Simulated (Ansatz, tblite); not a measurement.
# Ga10As10 zinc blende off sphere (Ga₁₀As₁₀H₂₈): a ladder of methods and basis sets

Aim: run the singlet of Ga10As10 zinc blende off sphere (Ga₁₀As₁₀H₂₈) at one geometry on many levels, and compare frontier levels, spin and run time.

Computed with Ansatz 0.2.0, Gaussian basis. Level: as each input shows.

The runs, in order: GFN1-xTB, GFN2-xTB, PBE-D4/def2-TZVP, r2SCAN-D4/def2-TZVP, PBE-D4/def2-SVP, PBE0-D4/def2-SVP.

1 further run of the same task is left out (set aside as unsound or not needed).

### Step 1. The geometry

The geometry is that of the singlet, from an earlier relaxation (r2SCAN-D4/def2-SVP).

48 atoms, charge 0, spin multiplicity 1.

Bond lengths: Ga1–As12 2.505 Å, Ga1–As13 2.499 Å, Ga1–H21 1.563 Å, Ga1–H22 1.565 Å, Ga2–As11 2.520 Å, Ga2–As15 2.499 Å, Ga2–H23 1.561 Å, Ga2–H24 1.559 Å, Ga3–As14 2.520 Å, Ga3–As16 2.479 Å, Ga3–H25 1.561 Å, Ga3–H26 1.574 Å, Ga4–As12 2.442 Å, Ga4–As17 2.479 Å, Ga4–As18 2.478 Å, Ga4–H27 1.559 Å, Ga5–As14 2.450 Å, Ga5–As17 2.511 Å and more. Angles: As12–Ga1–As13 98.2°, As12–Ga1–H21 108.3°, As12–Ga1–H22 107.0°, As13–Ga1–H21 109.3°, As13–Ga1–H22 106.3°, H21–Ga1–H22 124.6°, As11–Ga2–As15 100.6°, As11–Ga2–H23 105.3°, As11–Ga2–H24 105.7°, As15–Ga2–H23 107.8°, As15–Ga2–H24 108.2°, H23–Ga2–H24 126.3°, As14–Ga3–As16 96.2°, As14–Ga3–H25 108.6°, As14–Ga3–H26 103.8°, As16–Ga3–H25 112.6°, As16–Ga3–H26 108.3°, H25–Ga3–H26 123.5° and more.

PBE0-D4/def2-TZVP was run before; its log isn't repeated, and its numbers join the tables.

### Step 2. GFN1-xTB

Tight binding, by tblite at 300 K electronic temperature and without a spin-polarisation term:

```python
tblite.interface.Calculator('GFN1-xTB', numbers, positions, charge=0, uhf=0).singlepoint()
```

Energy -1426.0629 eV, HOMO -10.51 eV, LUMO -6.80 eV; 0.45 s.

### Step 3. GFN2-xTB

Tight binding, by tblite at 300 K electronic temperature and without a spin-polarisation term:

```python
tblite.interface.Calculator('GFN2-xTB', numbers, positions, charge=0, uhf=0).singlepoint()
```

Energy -1357.3059 eV, HOMO -10.70 eV, LUMO -6.97 eV; 0.54 s.

### Step 4. PBE-D4/def2-TZVP

start.molden holds the orbitals of an earlier run on this state, given as this run's starting guess.

Contents of in.yaml:

```yaml
crystal:
  periodic: [false, false, false]
  atoms:
    - {symbol: Ga, position_ang: [-4.306316, 1.941754, -0.372732]}
    - {symbol: Ga, position_ang: [-1.849834, -3.149372, 3.237790]}
    - {symbol: Ga, position_ang: [1.616821, -3.685916, -0.141148]}
    - {symbol: Ga, position_ang: [-1.291764, 2.275870, -3.219417]}
    - {symbol: Ga, position_ang: [1.914848, -0.709021, -3.155273]}
    - {symbol: Ga, position_ang: [-0.941570, -0.590871, -0.356932]}
    - {symbol: Ga, position_ang: [-1.151392, 1.728182, 2.850581]}
    - {symbol: Ga, position_ang: [1.905577, -0.615689, 2.457973]}
    - {symbol: Ga, position_ang: [1.847781, 2.240348, -0.160259]}
    - {symbol: Ga, position_ang: [4.800182, -0.711518, -0.386632]}
    - {symbol: As, position_ang: [-2.405897, -1.987820, 1.072065]}
    - {symbol: As, position_ang: [-2.485444, 0.812678, -1.671039]}
    - {symbol: As, position_ang: [-2.900204, 2.882552, 1.466761]}
    - {symbol: As, position_ang: [0.482930, -2.050548, -1.687345]}
    - {symbol: As, position_ang: [0.385042, -2.148672, 3.735709]}
    - {symbol: As, position_ang: [3.141786, -2.042752, 0.916221]}
    - {symbol: As, position_ang: [0.289947, 0.761122, -4.381292]}
    - {symbol: As, position_ang: [0.307576, 3.456598, -1.740668]}
    - {symbol: As, position_ang: [3.141506, 0.738799, -1.615779]}
    - {symbol: As, position_ang: [0.373480, 0.798853, 1.133871]}
    - {symbol: H, position_ang: [-4.874075, 3.112667, -1.238855]}
    - {symbol: H, position_ang: [-5.176328, 0.812757, 0.273455]}
    - {symbol: H, position_ang: [-2.866403, -2.586247, 4.280057]}
    - {symbol: H, position_ang: [-1.639530, -4.649836, 2.869407]}
    - {symbol: H, position_ang: [2.377549, -4.741582, -1.003712]}
    - {symbol: H, position_ang: [0.494961, -4.058366, 0.898845]}
    - {symbol: H, position_ang: [-2.108472, 3.200538, -4.172830]}
    - {symbol: H, position_ang: [2.765930, -1.482735, -4.209885]}
    - {symbol: H, position_ang: [-1.889474, 0.471579, 3.447418]}
    - {symbol: H, position_ang: [-0.444905, 2.811398, 3.726755]}
    - {symbol: H, position_ang: [2.725057, 0.233145, 3.486401]}
    - {symbol: H, position_ang: [2.693996, 3.305560, 0.604790]}
    - {symbol: H, position_ang: [5.465272, -1.614899, -1.478014]}
    - {symbol: H, position_ang: [5.585575, 0.215142, 0.599316]}
    - {symbol: H, position_ang: [-3.034345, -2.983376, 0.122410]}
    - {symbol: H, position_ang: [-3.628796, -1.124829, 1.280635]}
    - {symbol: H, position_ang: [-3.177307, -0.153923, -2.610299]}
    - {symbol: H, position_ang: [-3.883661, 3.527255, 2.418218]}
    - {symbol: H, position_ang: [-2.298096, 4.171422, 0.951574]}
    - {symbol: H, position_ang: [-0.470137, -2.782669, -2.609696]}
    - {symbol: H, position_ang: [1.268264, -3.305083, 4.144963]}
    - {symbol: H, position_ang: [0.254931, -1.522710, 5.105126]}
    - {symbol: H, position_ang: [3.991440, -2.870713, 1.858251]}
    - {symbol: H, position_ang: [-0.544508, -0.077434, -5.322403]}
    - {symbol: H, position_ang: [1.020574, 1.562207, -5.436123]}
    - {symbol: H, position_ang: [1.103962, 4.387521, -2.626479]}
    - {symbol: H, position_ang: [-0.479326, 4.518881, -1.008283]}
    - {symbol: H, position_ang: [3.944498, 1.645952, -2.525298]}
basis:
  gaussian: {orbitals: def2-TZVP, fitting: {mean_field: def2-universal-jkfit}, initial_orbitals: start.molden}
hamiltonian: {xc: pbe, dispersion: d4}
scf: {omitted_lower_state_checks: [starts]}
output: {forces: true, orbitals: {seedname: orbitals}}
```

Run with:

```bash
$ ansatz run in.yaml --threads 11 --pin off --events-out ev --progress --plain --max-ram 110592MiB --backend cuda --devices 0, --max-vram 75GiB
```

The runs that follow: r2SCAN-D4/def2-TZVP; PBE-D4/def2-SVP; PBE0-D4/def2-SVP.

**Question.** What will the summary of the whole plan be? Wanted: gap in def2-TZVP, named functionals, smallest and largest; binding an atom, functionals in def2-TZVP; PBE0 total energy, smallest basis above largest.

**Answer**, as computed:

| quantity | value |
| --- | --- |
| gap in def2-TZVP, named functionals, smallest and largest | 3.76 eV (PBE-D4), 5.40 eV (PBE0-D4) |
| binding an atom, functionals in def2-TZVP | 2.59 (PBE0-D4) to 2.62 eV (r2SCAN-D4) |
| PBE0 total energy, smallest basis above largest | 142.19 eV (def2-SVP, def2-TZVP) |

What this shows: Over the named functionals in def2-TZVP the gap runs from 3.76 eV (PBE-D4) to 5.40 eV (PBE0-D4); exact exchange widens it.
